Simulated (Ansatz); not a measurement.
**FHOSSi (SMILES F[SiH]1OS1): functionals against CCSD(T) at one geometry**

The task here is to estimate one member of a computed series from the others.

Computed with Ansatz 0.2.0, Gaussian basis. Level: single points in def2-TZVPP.

Cores are frozen in the correlated methods.

### The starting structure

SMILES `F[SiH]1OS1`, 5 atoms, charge 0, spin multiplicity 1.

Atoms are counted from 1 here; the program's logs count them from 0.

Bond lengths: F1–Si2 1.613 Å, Si2–O3 1.692 Å, Si2–S4 2.042 Å, Si2–H5 1.439 Å, O3–S4 1.871 Å. Angles: F1–Si2–O3 114.9°, F1–Si2–S4 123.1°, F1–Si2–H5 112.1°, O3–Si2–S4 59.3°, O3–Si2–H5 114.8°, S4–Si2–H5 121.1°, Si2–O3–S4 69.7°, Si2–S4–O3 51.0°.

As a file:

```
F    -1.4414    0.3925    0.9494
Si   -0.1868    0.2256   -0.0509
O     1.1922   -0.4649    0.6449
S     0.5021   -1.5911   -0.6803
H     0.0558    1.4192   -0.8172
```

Set-up of the first run:

Input file run/in.yaml:

```yaml
crystal:
  periodic: [false, false, false]
  atoms:
    - {symbol: F, position_ang: [-1.441374, 0.392535, 0.949365]}
    - {symbol: Si, position_ang: [-0.186788, 0.225633, -0.050876]}
    - {symbol: O, position_ang: [1.192217, -0.464899, 0.644857]}
    - {symbol: S, position_ang: [0.502113, -1.591127, -0.680266]}
    - {symbol: H, position_ang: [0.055821, 1.419190, -0.817231]}
basis:
  gaussian: {orbitals: def2-TZVPP}
hamiltonian: {xc: pbe, dispersion: d4}
output: {forces: true}
```

Run with:

```
$ ansatz run in.yaml --threads 2 --pin off --events-out ev --progress --plain --max-ram 3481MiB
```

Steps of the session up to this table: PBE-D4/def2-TZVPP; r2SCAN-D4/def2-TZVPP; PBE0-D4/def2-TZVPP; wB97M-V/def2-TZVPP; CCSD(T)/def2-TZVPP.

One of the session's tables, all rows but one given; the rest of the session is left out.

| method | RMS force component (eV/Å) | angle to CCSD(T) forces (°) | dipole (D) |
| --- | --- | --- | --- |
| PBE-D4 | 0.561 | 17.6 | 2.13 |
| r2SCAN-D4 | 0.760 | 10.2 | 2.22 |
| PBE0-D4 | 0.872 | 16.6 | 2.30 |
| wB97M-V | ? | ? | ? |
| CCSD(T) | 0.740 | reference | 2.31 |

Estimate the missing values for wB97M-V.

As computed: RMS force component (eV/Å): 0.834; angle to CCSD(T) forces (°): 17.4; dipole (D): 2.38. In the column «RMS force component (eV/Å)» it lies between r2SCAN-D4 (0.760) and PBE0-D4 (0.872).
